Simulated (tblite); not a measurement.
# C5H15BOSi: the cost of one run

Computed with tblite 0.8.0 and PySCF 2.14.0, with density-fitted response routines of our own, on a single molecule in the gas phase. Atoms count from 0, in the outputs and in this text.

## Step 1: Starting geometry

23 atoms, charge 0, multiplicity 1; geometry from: force field or distance geometry start.

Bonds of the start (Å): B0–C1 1.59, C1–C2 1.52, C1–O3 1.39, O3–C4 1.38, C1–Si5 1.85, Si5–C6 1.86, C6–C7 1.52, B0–H8 1.17, B0–H9 1.18, C2–H10 1.10, C2–H11 1.10, C2–H12 1.12, C4–H13 1.12, C4–H14 1.13, C4–H15 1.09, Si5–H16 1.48, Si5–H17 1.48, C6–H18 1.12, C6–H19 1.12, C7–H20 1.11, C7–H21 1.10, C7–H22 1.10.

## Step 2: Relaxing the molecule with GFN2-xTB

The job: settings as JSON, then the geometry in Å.

```
{"job": {"kind": "relax", "xc": "GFN2-xTB", "basis": "xTB"}, "charge": 0, "multiplicity": 1}
B     -1.851600    -0.620200     1.190700
C     -1.134200    -0.291100    -0.189100
C     -0.980700    -1.555700    -1.010400
O     -1.887000     0.655800    -0.881700
C     -1.997500     1.792600    -0.114200
Si     0.501600     0.469400     0.236600
C      1.927800    -0.721200     0.076900
C      3.187700     0.120000    -0.041000
H     -2.502900    -1.579000     1.335500
H     -1.663900     0.097400     2.113200
H     -0.799900    -2.417200    -0.343600
H     -0.189400    -1.417500    -1.764200
H     -1.948900    -1.714200    -1.545900
H     -2.499000     1.542100     0.851600
H     -2.674900     2.509200    -0.665400
H     -1.016100     2.244500     0.042600
H      0.525100     1.039100     1.597500
H      0.766900     1.571700    -0.707000
H      2.032900    -1.311800     1.021700
H      1.803800    -1.408300    -0.793400
H      3.673400     0.099700     0.958400
H      2.860300     1.151100    -0.250500
H      3.861700    -0.229600    -0.835200
```

The run is started by

```console
OMP_NUM_THREADS=1 python probes_run.py task.json out
```

The driver reads the jobs from task.json and runs them one after another.

Q: Estimate the wall time and peak memory of this first job on 1 thread of Intel Xeon at 2.50GHz, shared host.

About 7.8 s, with a peak of 0.18 GiB.
